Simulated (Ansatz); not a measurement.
# YPtC2N2: the cost of one run

Program: Ansatz 0.2.0. Level of theory: DFT PBE, scalar-relativistic, plane waves, PAW. These are calculated values, not measurements.

### 1 The starting structure

The structure is triclinic, space group P-1 (No. 2). Conventional cell: a = 3.707 Å, b = 4.017 Å, c = 8.845 Å, α = 77.90°, β = 89.66°, γ = 69.60°. Y (site symmetry -1) is surrounded by 2 N at 2.21 Å. Pt (site symmetry -1) is surrounded by 2 C at 1.92 Å. C (site symmetry 1) is surrounded by 1 N at 1.17 Å and 1 Pt at 1.92 Å. N (site symmetry 1) is surrounded by 1 C at 1.17 Å.

As a file:

```cif
data_structure
_symmetry_space_group_name_H-M 'P-1'
_symmetry_Int_Tables_number 2
_cell_length_a 3.7074
_cell_length_b 4.0171
_cell_length_c 8.8451
_cell_angle_alpha 77.902
_cell_angle_beta 89.657
_cell_angle_gamma 69.596
_cell_volume 120.40
loop_
_atom_site_label
_atom_site_type_symbol
_atom_site_symmetry_multiplicity
_atom_site_Wyckoff_symbol
_atom_site_fract_x
_atom_site_fract_y
_atom_site_fract_z
_atom_site_occupancy
Y1 Y 1 h 0.50000 0.50000 0.50000 1
Pt1 Pt 1 a 0.00000 0.00000 0.00000 1
C1 C 2 i 0.81905 0.18095 0.18095 1
N1 N 2 i 0.70861 0.29139 0.29139 1
```

The cell is invented: packed cyanide-bridged chains (P-1, No. 2). Lengths come from tabulated atomic sizes and are only a guess.

### 2 Probe: one point on a coarse mesh

input.yaml reads:

```yaml
crystal:
  lattice:
    - [3.70736933, 0.0, 0.0]
    - [1.40053196, 3.7650285, 0.0]
    - [0.05302711, 1.95821419, 8.62540831]
  atoms:
    - { symbol: "Y", position: [0.5, 0.5, 0.5] }
    - { symbol: Pt, position: [0.0, 0.0, 0.0] }
    - { symbol: C, position: [0.81904852, 0.18095148, 0.18095148] }
    - { symbol: C, position: [0.18095148, 0.81904852, 0.81904852] }
    - { symbol: "N", position: [0.70860865, 0.29139135, 0.29139135] }
    - { symbol: "N", position: [0.29139135, 0.70860865, 0.70860865] }
basis:
  ecutwfc: 420
kpoints:
  mp_grid: { grid: [6, 6, 2] }
hamiltonian:
  xc: pbe
scf:
  occupations: { method: gaussian, width: 0.1 }
  lower_state_search: "off"
output:
  forces: true
  stress: true
  eigenvalues: true
```

The run is started by

```sh
> ansatz run input.yaml --threads 1 --pin off --max-ram 2560MiB --backend cpu --events-out ev --progress --plain --runs-dir out
```

Q: Estimate wall time and peak memory on 1 thread of Intel Xeon 6975P-C (Granite Rapids), shared host.

About 4 s, with a peak of 0.47 GiB.
